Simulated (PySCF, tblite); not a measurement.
# C7H7BF2: geometry, infrared bands and NMR shifts

Aim: predict the infrared bands and NMR shifts of C7H7BF2 (`FB(F)C[C@]12C=C[C@H]1C=C2`).

The runs use tblite 0.8.0 and PySCF 2.14.0, with density-fitted response routines of our own; the level of theory stands in each step. All values are computed, except where a source is named. Atoms count from 0, in the outputs and in this text.

**1. The starting structure**

17 atoms, charge 0, multiplicity 1; geometry from: force field or distance geometry start.

Bonds of the start (Å): F0–B1 1.45, B1–F2 1.47, B1–C3 1.58, C3–C4 1.48, C4–C5 1.46, C5–C6 1.32, C6–C7 1.45, C7–C8 1.46, C8–C9 1.31, C7–C4 1.46, C9–C4 1.46, C3–H10 1.11, C3–H11 1.13, C5–H12 1.10, C6–H13 1.09, C7–H14 1.10, C8–H15 1.10, C9–H16 1.11.

**2. Optimising the geometry with GFN2-xTB**

The job: settings as JSON, then the geometry in Å.

```
{"job": {"kind": "relax", "xc": "GFN2-xTB", "basis": "xTB"}, "charge": 0, "multiplicity": 1}
F      2.135100     0.410800    -1.589100
B      2.338000    -0.450500    -0.438300
F      3.648200    -0.540800     0.211300
C      1.033000    -0.940000     0.312300
C     -0.071000    -0.020300    -0.062000
C      0.083300     1.394800     0.247900
C     -1.030900     1.418200     0.947200
C     -1.304600     0.008800     0.712000
C     -2.007700    -0.366200    -0.509300
C     -0.897900    -0.386100    -1.211200
H      1.182300    -1.089700     1.401000
H      0.800800    -1.970200    -0.101100
H      0.853900     2.137500     0.001400
H     -1.542000     2.208400     1.501900
H     -1.417700    -0.645600     1.586800
H     -3.071000    -0.548900    -0.738500
H     -0.738700    -0.608200    -2.282100
```

On the command line:

```bash
$ OMP_NUM_THREADS=1 python probes_run.py task.json out
```

This one command runs all jobs of the session in turn.

**Question.** This job is followed by: GFN2-xTB harmonic vibrations, gas phase; GIAO PBE0/pcSseg-1 NMR shielding, non-relativistic, gas phase. Predict these results of the whole session: strongest single infrared mode (GFN2-xTB); zero-point energy (GFN2-xTB); 13C shifts against TMS (PBE0/pcSseg-1, means over atoms taken as alike); 1H shifts against TMS (PBE0/pcSseg-1, means over atoms taken as alike); 19F shifts against CFCl3 (PBE0/pcSseg-1, means over atoms taken as alike); 11B shifts against BF3·OEt2 (PBE0/pcSseg-1).

**Answer**, as computed:

```
                                                                 quantity                               value
                                strongest single infrared mode (GFN2-xTB)               1278 cm⁻¹, 305 km/mol
                                             zero-point energy (GFN2-xTB)                       76.7 kcal/mol
  13C shifts against TMS (PBE0/pcSseg-1, means over atoms taken as alike)  157.1, 152.8, 60.9, 57.8, 17.4 ppm
   1H shifts against TMS (PBE0/pcSseg-1, means over atoms taken as alike)          7.03, 6.95, 3.66, 1.63 ppm
19F shifts against CFCl3 (PBE0/pcSseg-1, means over atoms taken as alike)                           -65.3 ppm
                              11B shifts against BF3·OEt2 (PBE0/pcSseg-1)                            28.6 ppm
```

**Reading.** The optimisation took 77 steps and gained 1.451 eV; among the close pairs (by a distance rule), B1–F2 changed most, from 1.465 to 1.319 Å. No mode is imaginary among the 45: a minimum at this level. The strongest single mode, at 1278 cm⁻¹, moves mainly B1. Unscaled tight-binding wavenumbers are off by several per cent, some by more. Its intensities can rank the bands wrongly. At PBE0/pcSseg-1: The largest span, 310 ppm, is at F0, F2, where the paramagnetic term is -231 ppm.
